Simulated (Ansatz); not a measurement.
# Bi2Te3: the cost of one run

Computed with Ansatz 0.2.0 (DFT PBEsol, frozen-core PAW and all-electron LAPW, scalar-relativistic unless said, unless a step's input says otherwise).

### 1 The structure to begin with

Symmetry: R-3m, No. 166, trigonal system. Conventional cell: a = 4.386 Å, b = 4.386 Å, c = 30.497 Å, α = 90.00°, β = 90.00°, γ = 120.00°. Around Bi (site symmetry 3m) lie 6 Te at 3.07 to 3.25 Å. Te (site symmetry -3m) is surrounded by 6 Bi at 3.25 Å. Around Te (site symmetry 3m) lie 3 Bi at 3.07 Å.

Structure file:

```
CELL_PARAMETERS angstrom
2.19300 1.26613 10.16567
-2.19300 1.26613 10.16567
0.00000 -2.53226 10.16567
ATOMIC_POSITIONS crystal
Bi 0.40000 0.40000 0.40000
Bi 0.60000 0.60000 0.60000
Te 0.00000 0.00000 0.00000
Te 0.20950 0.20950 0.20950
Te 0.79050 0.79050 0.79050
```

Cartesian axes are those of the input's lattice vectors. The structure goes back to a database entry.

### 2 Cell and atoms relaxed, PAW

Input file input.yaml:

```yaml
crystal:
  lattice:
    - [2.193, 1.26612914033, 10.1656666667]
    - [-2.193, 1.26612914033, 10.1656666667]
    - [0.0, -2.53225828067, 10.1656666667]
  atoms:
    - { symbol: Bi, position: [0.4, 0.4, 0.4] }
    - { symbol: Bi, position: [0.6, 0.6, 0.6] }
    - { symbol: Te, position: [0.0, 0.0, 0.0] }
    - { symbol: Te, position: [0.2095, 0.2095, 0.2095] }
    - { symbol: Te, position: [0.7905, 0.7905, 0.7905] }
kpoints:
  mp_grid: { grid: [8, 8, 8] }
scf:
  occupations: { method: fermi_dirac, width: 0.1 }
hamiltonian:
  xc: pbesol
  pseudopotentials: { kind: paw }
relax:
  f_tol: 0.002
  max_steps: 80
  cell: {}
output:
  forces: true
  stress: true
```

Launch:

```
$ ansatz run input.yaml --threads 2 --pin off --max-ram 6144MiB --backend cpu --events-out ev --progress --plain --runs-dir out
```

**Question.** How long does this run take on 2 threads of Intel Xeon 6975P-C (Granite Rapids), shared host, and how much memory does it need?

About 29 s, with a peak of 0.74 GiB.
